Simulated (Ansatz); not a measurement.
# C2H7AlBF: small, medium and large basis sets

Aim: see how fast density functionals converge with the basis set for C2H7AlBF.

Program: Ansatz 0.2.0, Gaussian basis. Level of theory: one geometry, several basis sets. These are calculated values, not measurements.

Levels to be run: PBE0-D4/def2-SVP; ωB97M-V/def2-SVP; PBE0-D4/def2-QZVPP; ωB97M-V/def2-QZVPP; the functionals' def2-TZVPP values are taken from earlier runs.

## Step 1: Structure used throughout

The geometry comes from an earlier relaxation with PBE0-D4/def2-TZVP; it is a stationary point, not always the lowest conformer.

SMILES `C[BH][Al]([CH3])[F]`, 12 atoms, charge 0, spin multiplicity 1.

Atoms are counted from 1 here; the program's logs count them from 0.

Bond lengths: C1–B2 1.556 Å, C1–H6 1.093 Å, C1–H7 1.091 Å, C1–H8 1.106 Å, B2–Al3 2.134 Å, B2–H9 1.206 Å, Al3–C4 1.949 Å, Al3–F5 1.664 Å, C4–H10 1.095 Å, C4–H11 1.095 Å, C4–H12 1.093 Å. Angles: B2–C1–H6 114.5°, B2–C1–H7 117.4°, B2–C1–H8 102.4°, H6–C1–H7 109.9°, H6–C1–H8 105.0°, H7–C1–H8 106.3°, C1–B2–Al3 126.1°, C1–B2–H9 115.5°, Al3–B2–H9 118.3°, B2–Al3–C4 128.5°, B2–Al3–F5 116.0°, C4–Al3–F5 115.5°, Al3–C4–H10 110.9°, Al3–C4–H11 110.6°, Al3–C4–H12 113.0°, H10–C4–H11 106.5°, H10–C4–H12 107.9°, H11–C4–H12 107.7°.

## Step 2: PBE0-D4 in def2-SVP

Input file in.yaml:

```yaml
crystal:
  periodic: [false, false, false]
  atoms:
    - {symbol: C, position_ang: [-1.592854, -0.347787, 1.631770]}
    - {symbol: B, position_ang: [-0.674728, 0.695994, 0.931767]}
    - {symbol: Al, position_ang: [1.116261, 0.272502, -0.148799]}
    - {symbol: C, position_ang: [1.316145, -0.187674, -2.032424]}
    - {symbol: F, position_ang: [2.531684, 0.354981, 0.722571]}
    - {symbol: H, position_ang: [-2.142620, 0.039176, 2.494010]}
    - {symbol: H, position_ang: [-1.156208, -1.317653, 1.873828]}
    - {symbol: H, position_ang: [-2.365050, -0.538055, 0.862724]}
    - {symbol: H, position_ang: [-1.075228, 1.833129, 0.949810]}
    - {symbol: H, position_ang: [2.011876, 0.496130, -2.529593]}
    - {symbol: H, position_ang: [1.736876, -1.193243, -2.141039]}
    - {symbol: H, position_ang: [0.370746, -0.162599, -2.580724]}
basis:
  gaussian: {orbitals: def2-SVP}
hamiltonian: {xc: pbe0, dispersion: d4}
output: {orbitals: {seedname: orbitals}}
```

On the command line:

```bash
$ ansatz run in.yaml --threads 4 --pin off --events-out ev --progress --plain --max-ram 10444MiB
```

After this run come: ωB97M-V in def2-SVP; PBE0-D4 in def2-QZVPP; ωB97M-V in def2-QZVPP.

**Question.** What will the summary of the whole plan be? Wanted: PBE0-D4: double and triple zeta above quadruple; ωB97M-V: double and triple zeta above quadruple.

The runs gave:

```
                                       quantity          value
PBE0-D4: double and triple zeta above quadruple  9.44, 0.54 eV
ωB97M-V: double and triple zeta above quadruple  9.69, 0.52 eV
```

In words: For PBE0-D4 the step from double to triple zeta gains 8.89 eV and the next only 0.54 eV. These are total energies; as a rule much of such shifts cancels in differences, which this series doesn't test.
